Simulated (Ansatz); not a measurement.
Write a Python script for Ansatz 0.2.0, Python API that makes a nudged elastic band for an internal rotation of CH5Sb, SMILES [CH3][SbH2]. Use (for the species named): PBE0, def2-SVP basis, multiplicity 1.

```yaml
atoms:
  - { symbol: C, position_ang: [-0.5693, -0.5175, -0.3683] }
  - { symbol: Sb, position_ang: [0.6531, 0.1700, 1.2428] }
  - { symbol: H, position_ang: [-0.4738, -1.5472, -0.5971] }
  - { symbol: H, position_ang: [-1.6059, -0.3076, -0.1033] }
  - { symbol: H, position_ang: [-0.3838, 0.1114, -1.3075] }
  - { symbol: H, position_ang: [0.3375, 1.8817, 0.8805] }
  - { symbol: H, position_ang: [2.1033, 0.1411, 0.2072] }
```

`neb_ch5sb.py`:
```python
'''Path and barrier for turning a threefold group of CH5Sb.'''

import ansatz as az
import numpy as np

BASIS_SET = 'def2-SVP'
XC = 'pbe0'

GEOMETRY = '''
C    -0.56930   -0.51750   -0.36830
Sb    0.65310    0.17000    1.24280
H    -0.47380   -1.54720   -0.59710
H    -1.60590   -0.30760   -0.10330
H    -0.38380    0.11140   -1.30750
H     0.33750    1.88170    0.88050
H     2.10330    0.14110    0.20720
'''


def main() -> None:
    system = az.Crystal.molecule()
    for line in GEOMETRY.strip().splitlines():
        symbol, *xyz = line.split()
        system = system.atom(symbol, [float(v) for v in xyz])

    calculation = (
        system.calculation()
        .basis(gaussian=BASIS_SET)
        .functional(XC)
    )
    symbols = [site.symbol for site in system.cartesian_sites]
    start = np.array([site.position_ang for site in system.cartesian_sites], dtype=float)
    r = calculation.relax(force_tolerance=0.005).run().report
    end = np.array(r['positions_ang'])

    # a third of a turn moves each of the three like atoms to the place of the next
    first, second, third = [2, 3, 4]
    turned = end.copy()
    turned[[first, second, third]] = end[[second, third, first]]
    listed = lambda xyz: [{'symbol': s, 'position_ang': p.tolist()} for s, p in zip(symbols, xyz)]
    deck = calculation.input().to_dict()
    deck['crystal']['atoms'] = listed(end)
    deck['neb'] = {'final_atoms': listed(turned), 'images': 3, 'initial_path': 'idpp', 'f_tol': 0.03, 'max_iterations': 40}
    rounds = []
    band = az.Session.from_dict(deck).plan().execute(on_event=lambda e: rounds.append(e['data']) if e['event'] == 'neb_iteration' else None)
    for each in rounds:
        print(f'round {each["iteration"]:2d}  largest band force {each["band_force_max_ev_ang"]:.4f} eV/A')
    images = rounds[-1]['images']
    for image in images:
        print(f's = {image["path_coordinate_ang"]:6.3f} A   {96.485332 * (image["lagrangian_ev"] - images[0]["lagrangian_ev"]):8.3f} kJ/mol')


if __name__ == '__main__':
    main()
```

`python neb_ch5sb.py` gives:
```text
round  1  largest band force 0.5396 eV/A
round  2  largest band force 0.8013 eV/A
round  3  largest band force 0.1623 eV/A
round  4  largest band force 0.1063 eV/A
round  5  largest band force 0.0220 eV/A
s =  0.000 A      0.000 kJ/mol
s =  0.702 A      1.946 kJ/mol
s =  1.405 A      3.860 kJ/mol
s =  2.110 A      1.878 kJ/mol
s =  2.815 A     -0.001 kJ/mol
```

The energies are electronic: no zero-point or thermal terms, and the basis set is short of its limit. def2 sets replace the cores of elements past krypton by effective core potentials. Wall time of the script: 97 s on 1 thread of Arm Neoverse V1 (shared host), peak memory 0.21 GiB.
